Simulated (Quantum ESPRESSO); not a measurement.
**HfIn4SiO6 under changes of volume**

One of the cells (15.770 Å³/atom); the others are scaled copies at fixed shape and fractional positions:

```
CELL_PARAMETERS angstrom
2.71585 -4.70357 0.00833
2.71585 4.70357 0.00833
-1.87915 0.00000 7.40127
ATOMIC_POSITIONS crystal
Hf 0.78835 0.21165 0.00000
In 0.62175 0.37825 0.50000
In 0.45502 0.54498 0.00000
In 0.28407 0.71593 0.50000
In 0.95814 0.04186 0.50000
Si 0.12168 0.87832 0.00000
O 0.06219 0.11415 0.86666
O 0.88585 0.93781 0.13334
O 0.79490 0.53784 0.86663
O 0.46216 0.20510 0.13337
O 0.15352 0.62879 0.13333
O 0.37121 0.84648 0.86667
```

The cell was built by a generator and needn't be a form met in nature.

```yaml
Program: Quantum ESPRESSO 7.5
Functional: PBE
Potentials_or_basis: SSSP 1.3 efficiency PBE
Cutoff: 816 eV
Density_cutoff: 5987 eV
k_mesh: 6 × 6 × 4
Occupations: fermi-dirac, width 0.05 eV
Spin: no spin polarisation
```

| volume (Å³/atom) | energy over the lowest point (meV/atom) | pressure (GPa) | largest force (eV/Å) |
| --- | --- | --- | --- |
| 14.824 | ? | ? | ? |
| 15.139 | 9.60 | 4.9 | 0.429 |
| 15.454 | 2.20 | 2.1 | 0.203 |
| 15.770 | 0.00 | -0.4 | 0.070 |
| 16.085 | 2.42 | -2.6 | 0.226 |
| 16.401 | 8.99 | -4.6 | 0.402 |
| 16.716 | 19.24 | -6.4 | 0.566 |

Task: What does the run at 14.824 Å³/atom give?

Result: Energy over the lowest point 22.78 meV/atom; pressure 8.0 GPa; largest force 0.678 eV/Å.

Worked out: A Birch-Murnaghan fit of order 3 (a polynomial in V^(-2/3)) to the other rows has its minimum at 15.76 Å³/atom with B0 = V·E''(V) = 118 GPa and B' = 4.7 at fixed shape and positions, which overstates the stiffness. It gives 22.80 meV/atom at 14.824 Å³/atom, against the run's 22.78, and -dE/dV = 8.3 GPa, against 8.0.

Energies are extrapolated to zero smearing.
